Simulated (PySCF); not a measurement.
**[Ce(NO2)]2+: other functionals and bases at one geometry**

The task here is to estimate one member of a computed series from the others.

Computed with PySCF 2.14.0. Level: several levels, as the steps say, no spin–orbit coupling.

5 further runs of the same task are left out: 2 for a known fault of the program, 2 that didn't finish, 1 set aside as unsound or not needed.

**The system as given**

4 atoms, charge 2, spin multiplicity 1.

Bond lengths: Ce1–O2 2.310 Å, Ce1–O3 2.310 Å, Ce1–N4 2.795 Å, O2–N4 1.276 Å, O3–N4 1.276 Å. Angles: O2–Ce1–O3 53.7°, O2–Ce1–N4 26.9°, O3–Ce1–N4 26.9°, Ce1–O2–N4 98.3°, Ce1–O3–N4 98.3°, Ce1–N4–O2 54.9°, Ce1–N4–O3 54.9°, O2–N4–O3 109.8°.

Geometry (Å):

```xyz
4

Ce    0.0000    0.0000   -0.4444
O     1.0438    0.0000    1.6164
O    -1.0438    0.0000    1.6164
N     0.0000    0.0000    2.3506
```

Formal oxidation states: Ce +3. Each metal's 1 4f electrons lie in its core potential, so multiplicities, spins and levels count the valence alone. An earlier session relaxed this geometry at r2SCAN, Ce lcecp-1-SVP with ECP47, O def2-SVP, N def2-SVP (singlet, point group C2v).

At r2SCAN on the finer grid: E = -236.451841 Eh, HOMO -17.54 eV, LUMO -14.99 eV, Mulliken charge on Ce1 +2.13 e, largest force component 0.016 eV/Å. 

Levels to run: revPBE; TPSS; HF; B3LYP; r2SCAN, TZVP. Hardware: 2 threads of Arm Neoverse V2, shared host.

The first run:

File run.py (the lines that set the calculation):

```python
mol = gto.M(atom='''
Ce     0.00000     0.00000    -0.44435
O      1.04379     0.00000     1.61644
O     -1.04379     0.00000     1.61644
N      0.00000     0.00000     2.35059''',
    basis={'Ce': 'lcecp-1-SVP', 'O': 'def2-SVP', 'N': 'def2-SVP'},
    ecp={'Ce': 'lcecp-1-SVP'},
    charge=2, spin=0)
mf = dft.RKS(mol, xc='PBE_R,PBE')
mf.grids.atom_grid = (75, 302)  # f atoms: unpruned, at least (60, 302)
mf = mf.density_fit()  # fitting sets: Ce AutoAux, O def2-universal-JKFIT, N def2-universal-JKFIT
mf.conv_tol = 1e-08; mf.max_cycle = 55
mf.kernel(dm0)  # dm0: the density of the relaxed state
```

Launch:

```console
OMP_NUM_THREADS=2 python run.py
```

Among the steps run: revPBE; TPSS; HF; B3LYP; r2SCAN, TZVP.

One table of the session follows, with a row left open; its other results are not shown here.

| level | HOMO (eV) | gap (eV) | charge on Ce1 (e) | dipole (D) | largest force component (eV/Å) |
| --- | --- | --- | --- | --- | --- |
| r2SCAN (relaxed here) | -17.54 | 2.55 | 2.13 | 7.32 | 0.02 |
| revPBE | -17.28 | 2.07 | 2.04 | 6.74 | 0.90 |
| TPSS | ? | ? | ? | ? | ? |
| HF | -22.68 | 11.87 | 2.39 | 8.86 | 2.73 |
| B3LYP | -18.53 | 3.95 | 2.11 | 7.37 | 0.13 |
| r2SCAN, TZVP | -17.42 | 2.71 | 2.19 | 7.04 | 0.92 |

Q: Estimate the row for TPSS from the others.

The run gave: HOMO (eV): -17.39; gap (eV): 2.28; charge on Ce1 (e): 2.08; dipole (D): 7.01; largest force component (eV/Å): 0.70. In the column «HOMO (eV)» it lies between r2SCAN, TZVP (-17.42) and revPBE (-17.28).

The dipole of a charged species depends on the origin, so these sizes hold for this origin alone.

In one basis the HOMO–LUMO gap runs from 2.07 eV (revPBE) to 11.87 eV (HF). The largest leftover force, 2.73 eV/Å with HF, stands at a geometry relaxed at another level. With 4f in the core, its levels are missing from HOMO and gap, and its count is fixed, so no charge can pass from the ligands into it. Total energies of different levels can't be compared.
